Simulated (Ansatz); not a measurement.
# C5H5NO: small, medium and large basis sets

Aim: see how fast density functionals converge with the basis set for C5H5NO.

The runs use Ansatz 0.2.0, Gaussian basis; one geometry, several basis sets.

Plan: PBE0-D4/def2-SVP; ωB97M-V/def2-SVP; PBE0-D4/def2-QZVPP; ωB97M-V/def2-QZVPP; the functionals' def2-TZVPP values are taken from earlier runs.

### 1 The geometry

The geometry comes from an earlier relaxation with PBE0-D4 in a triple-zeta def2 set; it is a stationary point, not always the lowest conformer.

SMILES `Oc1ccccn1`, 12 atoms, charge 0, spin multiplicity 1.

Atoms are counted from 1 here; the program's logs count them from 0.

Bond lengths: O1–C2 1.342 Å, O1–H8 0.966 Å, C2–C3 1.395 Å, C2–N7 1.319 Å, C3–C4 1.378 Å, C3–H9 1.082 Å, C4–C5 1.391 Å, C4–H10 1.084 Å, C5–C6 1.381 Å, C5–H11 1.082 Å, C6–N7 1.332 Å, C6–H12 1.086 Å. Angles: C2–O1–H8 106.1°, O1–C2–C3 118.7°, O1–C2–N7 117.3°, C3–C2–N7 123.9°, C2–C3–C4 117.4°, C2–C3–H9 120.1°, C4–C3–H9 122.5°, C3–C4–C5 119.6°, C3–C4–H10 119.9°, C5–C4–H10 120.5°, C4–C5–C6 117.8°, C4–C5–H11 121.5°, C6–C5–H11 120.6°, C5–C6–N7 123.4°, C5–C6–H12 120.7°, N7–C6–H12 115.8°, C2–N7–C6 117.8°.

As a file:

```xyz
12
C5H5NO
O     0.9199   -2.3336    0.1319
C     0.4066   -1.0980    0.0213
C     0.7309   -0.1483    0.9897
C     0.1886    1.1108    0.8492
C    -0.6452    1.3842   -0.2306
C    -0.8954    0.3640   -1.1271
N    -0.3815   -0.8592   -1.0094
H     0.5816   -2.8326   -0.6230
H     1.3846   -0.4117    1.8107
H     0.4135    1.8807    1.5786
H    -1.0874    2.3619   -0.3709
H    -1.5394    0.5263   -1.9864
```

### 2 PBE0-D4 in def2-SVP

in.yaml

```yaml
crystal:
  periodic: [false, false, false]
  atoms:
    - {symbol: O, position_ang: [0.919943, -2.333578, 0.131858]}
    - {symbol: C, position_ang: [0.406610, -1.098032, 0.021337]}
    - {symbol: C, position_ang: [0.730865, -0.148255, 0.989739]}
    - {symbol: C, position_ang: [0.188610, 1.110779, 0.849186]}
    - {symbol: C, position_ang: [-0.645192, 1.384249, -0.230556]}
    - {symbol: C, position_ang: [-0.895366, 0.363972, -1.127090]}
    - {symbol: N, position_ang: [-0.381514, -0.859170, -1.009419]}
    - {symbol: H, position_ang: [0.581623, -2.832643, -0.623039]}
    - {symbol: H, position_ang: [1.384577, -0.411675, 1.810650]}
    - {symbol: H, position_ang: [0.413505, 1.880678, 1.578634]}
    - {symbol: H, position_ang: [-1.087364, 2.361925, -0.370862]}
    - {symbol: H, position_ang: [-1.539397, 0.526350, -1.986440]}
basis:
  gaussian: {orbitals: def2-SVP}
hamiltonian: {xc: pbe0, dispersion: d4}
output: {orbitals: {seedname: orbitals}}
```

Further steps of the session: ωB97M-V in def2-SVP; PBE0-D4 in def2-QZVPP; ωB97M-V in def2-QZVPP.

Q: Predict the results of all the runs planned. Wanted: PBE0-D4: double and triple zeta above quadruple; ωB97M-V: double and triple zeta above quadruple.

As calculated:

| quantity | value |
| --- | --- |
| PBE0-D4: double and triple zeta above quadruple | 10.19, 0.46 eV |
| ωB97M-V: double and triple zeta above quadruple | 10.51, 0.43 eV |

In words: PBE0-D4 gains 9.73 eV from double to triple zeta, then 0.46 eV more. These are total energies; as a rule much of such shifts cancels in differences, which this series doesn't test.
